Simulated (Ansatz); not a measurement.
**C2H7NSSi: a ladder of functionals and wavefunction methods**

One table from this session's results is given with a row withheld; the runs are named, their logs left out.

Method: functionals in def2-TZVPP, the program's frozen cores in correlated methods; program: Ansatz 0.2.0, Gaussian basis.

The runs, in order: PBE-D4, r2SCAN-D4, PBE0-D4, B3LYP-D4, ωB97X-V, ωB97M-V, B2PLYP; CCSD(T)/def2-TZVPP; MP2/def2-QZVPP; extrapolation to the limit.

## The relaxed structure

All runs share one geometry, relaxed beforehand with PBE0-D4 in a triple-zeta def2 set.

12 atoms, charge 0, spin multiplicity 1.

Atoms are counted from 1 here; the program's logs count them from 0.

Bond lengths: C1–Si2 1.857 Å, C1–H6 1.094 Å, C1–H7 1.092 Å, C1–H8 1.090 Å, Si2–N3 1.776 Å, Si2–H9 1.490 Å, Si2–H10 1.481 Å, N3–C4 1.339 Å, N3–H11 1.010 Å, C4–S5 1.635 Å, C4–H12 1.093 Å. Angles: Si2–C1–H6 109.4°, Si2–C1–H7 110.7°, Si2–C1–H8 111.0°, H6–C1–H7 108.0°, H6–C1–H8 108.8°, H7–C1–H8 108.9°, C1–Si2–N3 113.5°, C1–Si2–H9 110.0°, C1–Si2–H10 113.3°, N3–Si2–H9 101.0°, N3–Si2–H10 109.2°, H9–Si2–H10 109.2°, Si2–N3–C4 123.2°, Si2–N3–H11 120.3°, C4–N3–H11 116.4°, N3–C4–S5 124.5°, N3–C4–H12 114.6°, S5–C4–H12 120.9°.

The first run:

in.yaml

```yaml
crystal:
  periodic: [false, false, false]
  atoms:
    - {symbol: C, position_ang: [-1.373591, 0.718261, 0.859713]}
    - {symbol: Si, position_ang: [0.396703, 0.156145, 0.859554]}
    - {symbol: N, position_ang: [0.781118, -0.970196, -0.458223]}
    - {symbol: C, position_ang: [0.825032, -0.604327, -1.745641]}
    - {symbol: S, position_ang: [0.489408, 0.898929, -2.292609]}
    - {symbol: H, position_ang: [-1.575557, 1.280917, 1.775604]}
    - {symbol: H, position_ang: [-2.050531, -0.138690, 0.832782]}
    - {symbol: H, position_ang: [-1.580434, 1.357640, 0.001827]}
    - {symbol: H, position_ang: [0.658373, -0.699972, 2.050257]}
    - {symbol: H, position_ang: [1.365457, 1.275577, 0.841009]}
    - {symbol: H, position_ang: [1.025716, -1.928787, -0.254962]}
    - {symbol: H, position_ang: [1.115303, -1.400596, -2.435210]}
basis:
  gaussian: {orbitals: def2-TZVPP}
hamiltonian: {xc: pbe, dispersion: d4}
output: {forces: true, orbitals: {seedname: orbitals}}
```

The run is started by

```console
$ ansatz run in.yaml --threads 4 --pin off --events-out ev --progress --plain --max-ram 10444MiB
```

Among the steps run: PBE-D4 (GGA); r2SCAN-D4 (meta-GGA); PBE0-D4 (hybrid); B3LYP-D4 (hybrid); ωB97X-V (range-separated); ωB97M-V (range-separated); B2PLYP (double hybrid); CCSD(T) in def2-TZVPP; MP2 in def2-QZVPP.

One of the session's tables, all rows but one given; the rest of the session is left out.

| method | atomisation energy (eV) |
| --- | --- |
| PBE-D4 | 46.234 |
| r2SCAN-D4 | 45.410 |
| PBE0-D4 | 45.424 |
| B3LYP-D4 | 45.428 |
| ωB97X-V | 45.507 |
| ωB97M-V | 45.527 |
| B2PLYP | 44.809 |
| HF/def2-TZVPP | 32.463 |
| MP2/def2-TZVPP | 44.517 |
| CCSD/def2-TZVPP | ? |
| CCSD(T)/def2-TZVPP | 43.965 |
| MP2/CBS | 45.804 |
| CCSD(T)/CBS | 45.252 |

**Question.** Estimate the row for CCSD/def2-TZVPP.

**Answer.** atomisation energy (eV): 43.214. In the column «atomisation energy (eV)» it lies between HF/def2-TZVPP (32.463) and CCSD(T)/def2-TZVPP (43.965).

Among the levels timed on like hardware and quicker than the yardstick, those that no quicker one beats, quickest first: PBE-D4 (2.7 s, +0.982 eV); PBE0-D4 (3.5 s, +0.172 eV); r2SCAN-D4 (5.5 s, +0.158 eV).

B2PLYP carry no dispersion term (for B3LYP, D4 adds 0.487 eV).

Limits of these values: Free atoms (2 C, 1 Si, 1 N, 1 S, 7 H) were run apart at each level; the atomisation energy is their sum less the molecule, without zero-point or spin-orbit terms.
